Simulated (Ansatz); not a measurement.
Hf on several prototypes, a ranking of structure types by relaxed energy

Program: the Python package of Ansatz (0.2.0).

The cells in order, each with its output:

In [1]:
```python
import warnings

import ansatz
import numpy as np
import spglib
from tabulate import tabulate
```

In [2]:
```python
def sc(A, a):
    return (
        ansatz.Lattice.cubic(a)
        .space_group(221)
        .atom(A, [0, 0, 0])
    )


def hcp(A, a):
    return (
        ansatz.Lattice.from_parameters(a, a, 1.633 * a, alpha=90, beta=90, gamma=120)
        .space_group(194)
        .atom(A, [1 / 3, 2 / 3, 0.25])
    )
```

In [3]:
```python
def fcc(A, a):
    return (
        ansatz.Lattice.fcc(a)
        .space_group(225)
        .atom(A, [0, 0, 0])
        .primitive()
    )
```

In [4]:
```python
def bcc(A, a):
    return (
        ansatz.Lattice.bcc(a)
        .space_group(229)
        .atom(A, [0, 0, 0])
        .primitive()
    )
```

In [5]:
```python
def diamond(A, a):
    return ansatz.Crystal.diamond(A, a=a)
```

In [6]:
```python
def ground_state(name, crystal):
    calc = (
        crystal.calculation()
        .basis(28 * ansatz.Ry)
        .functional("pbesol")
        .accuracy("low")
        .kpoints(spacing=0.3)
        .occupations("gaussian", width=0.1)
        .stress()
        .band_table()
    )
    calc = calc.relax(force_tolerance=0.03, max_steps=60, cell=True)
    return calc.run()
```

In [7]:
```python
def pressure_gpa(outcome):
    return float(np.trace(outcome.report["stress_gpa"]) / 3)
```

In [8]:
```python
def volume_per_atom(outcome):
    return abs(np.linalg.det(outcome.lattice.cell_ang)) / len(outcome.lattice.sites)


def space_group(outcome):
    sites = outcome.report["lattice"]["sites"]
    kinds = sorted({site["symbol"] for site in sites})
    cell = (outcome.lattice.cell_ang, [site["position_frac"] for site in sites], [kinds.index(site["symbol"]) for site in sites])
    return spglib.get_spacegroup(cell, symprec=0.01)
```

In [9]:
```python
# a is a first guess in angstrom
warnings.simplefilter("ignore")
```

In [10]:
```python
phases = {}
phases["sc"] = sc("Hf", 2.91)
phases["hcp"] = hcp("Hf", 3.16)
phases["fcc"] = fcc("Hf", 4.47)
phases["bcc"] = bcc("Hf", 3.55)
phases["diamond"] = diamond("Hf", 6.15)
```

In [11]:
```python
done = {}
for name, crystal in phases.items():
    try:
        done[name] = ground_state(name, crystal)
    except ansatz.NonConvergedError as error:
        print(name, "did not converge:", str(error)[:120])
```

In [12]:
```python
energy = {name: o.report["energy_sigma0_ev"] / len(o.lattice.sites) for name, o in done.items()}
lowest = min(energy.values())
rows = [(name, len(o.lattice.sites), 1000 * (energy[name] - lowest), pressure_gpa(o), volume_per_atom(o), space_group(o)) for name, o in done.items()]
rows.sort(key=lambda row: row[2])
print(tabulate(rows, headers=["phase", "atoms", "dE (meV/atom)", "P (GPa)", "V (A^3/atom)", "space group"], floatfmt=".4f", tablefmt="plain"))
print("lowest in energy:", rows[0][0])
```
```text
phase      atoms    dE (meV/atom)    P (GPa)    V (A^3/atom)  space group
hcp            2           0.0000     0.0055         21.6432  P6_3/mmc (194)
fcc            1          80.0887    -0.0073         21.6919  Fm-3m (225)
bcc            1         180.3331    -0.0032         21.2417  Im-3m (229)
sc             1        1110.1230    -0.0034         23.7906  Pm-3m (221)
diamond        2        2805.2639     0.0287         32.9591  Fd-3m (227)
lowest in energy: hcp
```

By space group at the end of each run: P6_3/mmc (+0 meV an atom, 21.6 Å³), Fm-3m (+80 meV an atom, 21.7 Å³), Im-3m (+180 meV an atom, 21.2 Å³), Pm-3m (+1110 meV an atom, 23.8 Å³) and Fd-3m (+2805 meV an atom, 33.0 Å³).

Reading the output:
- The settings weren't tested for convergence.
- The cutoff lies under the one recommended for these potentials.
- Under the recommended cutoff a pressure can be off by several GPa, even in sign.
- Pressure is positive in compression.
- The meshes are coarse for the metals among these phases, whose energies can be off by up to 40 meV an atom.
- Spin-orbit coupling, which matters for elements this heavy, is left out.
- The cells are built on prototypes, so most aren't the phase found in nature. Rows bear the name of their start, and a relaxation keeps or raises the symmetry. Differences under about 40 meV an atom lie within the error of mesh and functional.
- The script silences warnings, which a real study should read.
- Finished in 41 s on 1 thread of Intel(R) Xeon(R) Platinum 8259CL CPU @ 2.50GHz (Skylake/Cascade Lake) (shared host), peak memory 0.46 GiB.
